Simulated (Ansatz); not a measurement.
# BrHInS radical: small, medium and large basis sets

The task here is to estimate one member of a computed series from the others.

Computed with Ansatz 0.2.0, Gaussian basis. Level: one geometry, several basis sets.

The runs, in order: PBE0-D4/def2-SVP; ωB97M-V/def2-SVP; PBE0-D4/def2-QZVPP; ωB97M-V/def2-QZVPP; the functionals' def2-TZVPP values are taken from earlier runs.

## Structure used throughout

All runs share one geometry, relaxed beforehand with PBE0-D4 in a triple-zeta def2 set. In takes the def2 core potential; no spin-orbit term is included.

4 atoms, charge 0, spin multiplicity 2.

Atoms are counted from 1 here; the program's logs count them from 0.

Bond lengths: S1–In2 2.430 Å, S1–H4 1.344 Å, In2–Br3 2.505 Å. Angles: In2–S1–H4 92.9°, S1–In2–Br3 116.5°.

The first run:

File in.yaml:

```yaml
crystal:
  periodic: [false, false, false]
  atoms:
    - {symbol: S, position_ang: [-1.137354, -0.834485, 0.480629]}
    - {symbol: In, position_ang: [0.480249, 0.729583, -0.437097]}
    - {symbol: Br, position_ang: [2.897190, 0.144640, -0.132771]}
    - {symbol: H, position_ang: [-2.184485, -0.100037, 0.068940]}
basis:
  gaussian: {orbitals: def2-SVP}
magnetization: {spin_polarized: true, initial_magnetization: 1}
hamiltonian: {xc: pbe0, dispersion: d4}
output: {orbitals: {seedname: orbitals}}
```

Steps of the session up to this table: PBE0-D4 in def2-SVP; ωB97M-V in def2-SVP; PBE0-D4 in def2-QZVPP; ωB97M-V in def2-QZVPP.

One table of the session follows, with a row left open; its other results are not shown here.

It belongs to the step «Density functionals: the series». 

```
functional       basis  HOMO (eV)  LUMO (eV)
   PBE0-D4    def2-SVP      -6.46      -3.96
   PBE0-D4  def2-TZVPP          ?          ?
   PBE0-D4  def2-QZVPP      -6.57      -4.06
   ωB97M-V    def2-SVP      -8.36      -2.31
   ωB97M-V  def2-TZVPP      -8.48      -2.44
   ωB97M-V  def2-QZVPP      -8.50      -2.49
```

**Question.** Estimate the row for PBE0-D4, def2-TZVPP.

As computed: HOMO (eV): -6.55; LUMO (eV): -4.04. In the column «HOMO (eV)» it lies between PBE0-D4, def2-QZVPP (-6.57) and PBE0-D4, def2-SVP (-6.46).
